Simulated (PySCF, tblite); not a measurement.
# vinylcyclohexene (C8H12): geometry, infrared bands and NMR shifts

What infrared bands and NMR shifts should vinylcyclohexene (C8H12) (`C=C[C@@H]1CC=CCC1`) show?

Computed with tblite 0.8.0 and PySCF 2.14.0, with density-fitted response routines of our own, on a single molecule in the gas phase. Atoms count from 0, in the outputs and in this text.

## (1) The molecule as given

20 atoms, charge 0, multiplicity 1; geometry from: force field or distance geometry start.

Bonds of the start (Å): C0–C1 1.34, C1–C2 1.49, C2–C3 1.54, C3–C4 1.50, C4–C5 1.35, C5–C6 1.50, C6–C7 1.54, C7–C2 1.53, C0–H8 1.08, C0–H9 1.08, C1–H10 1.10, C2–H11 1.10, C3–H12 1.10, C3–H13 1.11, C4–H14 1.09, C5–H15 1.09, C6–H16 1.09, C6–H17 1.10, C7–H18 1.09, C7–H19 1.10.

## (2) Relaxing the molecule with GFN2-xTB

What the job is given:

```
{"job": {"kind": "relax", "xc": "GFN2-xTB", "basis": "xTB"}, "charge": 0, "multiplicity": 1}
C      3.066400     0.180300    -0.461800
C      1.949000    -0.381800     0.029800
C      0.564300     0.135200    -0.179700
C     -0.099000     0.544800     1.147700
C     -1.583700     0.746700     1.059000
C     -2.311400     0.351100    -0.007900
C     -1.715500    -0.372400    -1.181200
C     -0.298400    -0.901500    -0.905300
H      4.043100    -0.244800    -0.266500
H      3.007900     1.078500    -1.067200
H      2.052800    -1.287400     0.643200
H      0.598700     1.032000    -0.816700
H      0.361500     1.463900     1.529200
H      0.085700    -0.229400     1.918800
H     -2.075600     1.261400     1.882900
H     -3.377200     0.554500    -0.019100
H     -1.697300     0.310900    -2.031800
H     -2.367500    -1.220500    -1.449000
H      0.157900    -1.192000    -1.855400
H     -0.366900    -1.818800    -0.297500
```

The run is started by

```console
> OMP_NUM_THREADS=1 python probes_run.py task.json out
```

The driver reads the jobs from task.json and runs them one after another.

**Question.** This job is followed by: GFN2-xTB harmonic vibrations, gas phase; GIAO PBE0/pcSseg-1 NMR shielding, non-relativistic, gas phase. What will the session give for the following? strongest single infrared mode (GFN2-xTB); zero-point energy (GFN2-xTB); 13C shifts against TMS (PBE0/pcSseg-1); 1H shifts against TMS (PBE0/pcSseg-1); surface potential, 1st and 99th percentile.

As calculated:

| quantity | value |
| --- | --- |
| strongest single infrared mode (GFN2-xTB) | 3068 cm⁻¹, 111 km/mol |
| zero-point energy (GFN2-xTB) | 110.1 kcal/mol |
| 13C shifts against TMS (PBE0/pcSseg-1) | 154.4, 134.8, 134.3, 119.1, 45.4, 36.5, 32.9, 29.7 ppm |
| 1H shifts against TMS (PBE0/pcSseg-1) | 6.06, 6.05, 6.04, 5.39, 5.20, 2.28, 2.16, 2.10, 2.01, 1.97, 1.65, 1.33 ppm |
| surface potential, 1st and 99th percentile | -0.72 V and 0.63 V |

What this shows: Relaxing lowered the energy by 0.098 eV in 45 steps; the close pair that moved most is C4–C5, from 1.351 to 1.322 Å. No mode is imaginary among the 54: a minimum at this level. The strongest single mode, at 3068 cm⁻¹, moves mainly H15 and H14. Unscaled tight-binding wavenumbers are off by several per cent, some by more. Its intensities can rank the bands wrongly. At PBE0/pcSseg-1: The widest tensor belongs to C1: span 239 ppm, with a paramagnetic part of -222 ppm.
